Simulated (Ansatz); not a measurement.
**FH₃NOSTa: basis-set convergence**

An exercise on one series of results from a longer session: the logs are not shown, and one member is left open.

The runs use Ansatz 0.2.0, Gaussian basis; one geometry, several basis sets.

Plan: PBE0-D4/def2-SVP; ωB97M-V/def2-SVP; PBE0-D4/def2-QZVPP; ωB97M-V/def2-QZVPP; the functionals' def2-TZVPP values are taken from earlier runs.

## The relaxed structure

An earlier PBE0-D4 in a triple-zeta def2 set relaxation fixed the geometry. Ta takes the def2 core potential; no spin-orbit term is included.

SMILES `[NH2][Ta]([OH])([F])=[S]`, 8 atoms, charge 0, spin multiplicity 1.

Atoms are counted from 1 here; the program's logs count them from 0.

Bond lengths: N1–Ta2 1.959 Å, N1–H6 1.011 Å, N1–H7 1.008 Å, Ta2–O3 1.889 Å, Ta2–F4 1.879 Å, Ta2–S5 2.163 Å, O3–H8 0.958 Å. Angles: Ta2–N1–H6 123.5°, Ta2–N1–H7 125.7°, H6–N1–H7 110.8°, N1–Ta2–O3 109.0°, N1–Ta2–F4 110.0°, N1–Ta2–S5 106.3°, O3–Ta2–F4 108.0°, O3–Ta2–S5 112.0°, F4–Ta2–S5 111.5°, Ta2–O3–H8 132.4°.

Set-up of the first run:

File in.yaml:

```yaml
crystal:
  periodic: [false, false, false]
  atoms:
    - {symbol: N, position_ang: [-0.376331, 1.304222, 0.572473]}
    - {symbol: Ta, position_ang: [0.270605, -0.206188, -0.494542]}
    - {symbol: O, position_ang: [-0.619916, -1.777028, 0.059089]}
    - {symbol: F, position_ang: [-0.121751, 0.075046, -2.310868]}
    - {symbol: S, position_ang: [2.402877, -0.320664, -0.151607]}
    - {symbol: H, position_ang: [-1.356535, 1.503587, 0.719537]}
    - {symbol: H, position_ang: [0.201605, 1.951336, 1.086560]}
    - {symbol: H, position_ang: [-0.308355, -2.587510, 0.463559]}
basis:
  gaussian: {orbitals: def2-SVP}
hamiltonian: {xc: pbe0, dispersion: d4}
output: {orbitals: {seedname: orbitals}}
```

Run with:

```
$ ansatz run in.yaml --threads 4 --pin off --events-out ev --progress --plain --max-ram 10444MiB
```

Steps of the session up to this table: PBE0-D4 in def2-SVP; ωB97M-V in def2-SVP; PBE0-D4 in def2-QZVPP; ωB97M-V in def2-QZVPP.

One of the session's tables, all rows but one given; the rest of the session is left out.

It belongs to the step «Functionals by basis». 

```
functional       basis  HOMO (eV)
   PBE0-D4    def2-SVP      -7.57
   PBE0-D4  def2-TZVPP      -7.56
   PBE0-D4  def2-QZVPP      -7.60
   ωB97M-V    def2-SVP      -9.65
   ωB97M-V  def2-TZVPP          ?
   ωB97M-V  def2-QZVPP      -9.71
```

Q: Estimate the row for ωB97M-V, def2-TZVPP from the others.

As computed: HOMO (eV): -9.67. In the column «HOMO (eV)» it lies between ωB97M-V, def2-QZVPP (-9.71) and ωB97M-V, def2-SVP (-9.65).
